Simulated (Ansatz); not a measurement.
## BaSrZr2O6, space group Cmmm: a dry run that shows the plan

Computed with the Python package of Ansatz (0.2.0).

`run_plan.py`:
```python
"""Dry run for BaSrZr2O6: grids, bands and k-points."""

import ansatz as az
from ase import Atoms

atoms = Atoms(
    ["Ba", "Sr", "Zr", "Zr", "O", "O", "O", "O", "O", "O"],
    scaled_positions=[
        (0.0, 0.0, 0.5),
        (0.5, 0.5, 0.5),
        (0.5, 0.0, 0.0),
        (0.0, 0.5, 0.0),
        (0.5, 0.0, 0.5),
        (0.0, 0.5, 0.5),
        (0.26621, 0.26621, 0.0),
        (0.73379, 0.73379, 0.0),
        (0.24084, 0.75916, 0.0),
        (0.75916, 0.24084, 0.0),
    ],
    cell=[
        (4.21677, -4.23349, 0.0),
        (4.21677, 4.23349, 0.0),
        (0.0, 0.0, 4.22791),
    ],
    pbc=True,
)
structure = az.Crystal.from_ase(atoms)

base = (
    structure.calculation()
    .kpoints(3, 3, 5)
    .functional(az.Functional.PBE)
    .basis(35 * az.Ry)
    .occupations("cold")
)
session = base.session()
print("features:", ", ".join(session.active_features))
print("SCF threshold (eV):", session.dr2_threshold)
planned = session.plan(dry_run=True)
told = planned.describe()
for name in ("ecut_ev", "ecutrho_ev", "n_bands", "nominal_top_band", "n_pw_range", "fft_dense", "fft_smooth", "n_sym_ops", "cell_volume_ang3"):
    print(f"{name:18s} {told[name]}")
for notice in planned.prep()["deck_notices"]:
    print("resolved:", notice["kind"])
```

```console
$ python run_plan.py
features: AnyPaw, Paw, PbeFamilyXc, FractionalOccupations, ColdSmearing
SCF threshold (eV): 1e-07
ecut_ev            476.19925930478996
ecutrho_ev         1904.7970372191598
n_bands            50
nominal_top_band   40
n_pw_range         [3539, 3577]
fft_dense          [45, 45, 32]
fft_smooth         [45, 45, 30]
n_sym_ops          8
cell_volume_ang3   150.95036977479586
resolved: cutoff_auto_derived
resolved: n_bands_auto_derived
resolved: mixing_algorithm_auto_resolved
resolved: check_enabled
```

The structure comes from a database and needn't be a stable phase.
